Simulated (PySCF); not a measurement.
**TbF4: other functionals and bases at one geometry**

The task here is to estimate one member of a computed series from the others.

Method: several levels, as the steps say, no spin–orbit coupling; program: PySCF 2.14.0.

1 further run of the same task is left out (for a known fault of the program).

### The starting structure

5 atoms, charge 0, spin multiplicity 1.

Bond lengths: Tb1–F2 1.953 Å, Tb1–F3 1.953 Å, Tb1–F4 1.953 Å, Tb1–F5 1.953 Å. Angles: F2–Tb1–F3 109.5°, F2–Tb1–F4 109.5°, F2–Tb1–F5 109.5°, F3–Tb1–F4 109.5°, F3–Tb1–F5 109.5°, F4–Tb1–F5 109.5°.

Geometry (Å):

```mol
F4Tb
  3D, bonds by distance, orders not assigned

  5  4  0  0  0  0  0  0  0  0999 V2000
   -0.0000   -0.0000    0.0000 Tb  0  0
    1.1276    1.1276    1.1276 F   0  0
   -1.1276   -1.1276    1.1276 F   0  0
    1.1276   -1.1276   -1.1276 F   0  0
   -1.1276    1.1276   -1.1276 F   0  0
  1  2  8  0
  1  3  8  0
  1  4  8  0
  1  5  8  0
M  END
```

Formal oxidation states: Tb +4. Each metal's 7 4f electrons lie in its core potential, so multiplicities, spins and levels count the valence alone. An earlier session relaxed this geometry at PBE0, Tb lcecp-2-SVP with ECP53, F def2-SVP (singlet, point group Td).

At PBE0 on the finer grid: E = -442.354979 Eh, frontier levels not given, since the 4f levels lie in the core, Mulliken charge on Tb1 +1.61 e, largest force component 0.007 eV/Å. 

Levels to run: revPBE; B3LYP; PBE0, TZVP. Hardware: 2 threads of Arm Neoverse V1, shared host.

The first run:

Input file run.py (the lines that set the calculation):

```python
mol = gto.M(atom='''
Tb     0.00000     0.00000     0.00000
F      1.12758     1.12758     1.12758
F     -1.12758    -1.12758     1.12758
F      1.12758    -1.12758    -1.12758
F     -1.12758     1.12758    -1.12758''',
    basis={'Tb': 'lcecp-2-SVP', 'F': 'def2-SVP'},
    ecp={'Tb': 'lcecp-2-SVP'},
    charge=0, spin=0)
mf = dft.RKS(mol, xc='PBE_R,PBE')
mf.grids.atom_grid = (75, 302)  # f atoms: unpruned, at least (60, 302)
mf = mf.density_fit()  # fitting sets: Tb AutoAux, F def2-universal-JKFIT
mf.conv_tol = 1e-08; mf.max_cycle = 55
mf.kernel(dm0)  # dm0: the density of the relaxed state
```

Command:

```
OMP_NUM_THREADS=2 python run.py
```

Among the steps run: revPBE; B3LYP; PBE0, TZVP.

One of the session's tables, all rows but one given; the rest of the session is left out.

| level | charge on Tb1 (e) | largest force component (eV/Å) |
| --- | --- | --- |
| PBE0 (relaxed here) | 1.61 | 0.01 |
| revPBE | ? | ? |
| B3LYP | 1.54 | 0.18 |
| PBE0, TZVP | 1.88 | 0.12 |

Estimate the missing values for revPBE.

As computed: charge on Tb1 (e): 1.37; largest force component (eV/Å): 0.37. In the column «charge on Tb1 (e)» it is the lowest.

The largest leftover force, 0.37 eV/Å with revPBE, stands at a geometry relaxed at another level. With 4f in the core, its levels are missing from HOMO and gap, and its count is fixed, so no charge can pass from the ligands into it. Total energies of different levels can't be compared.
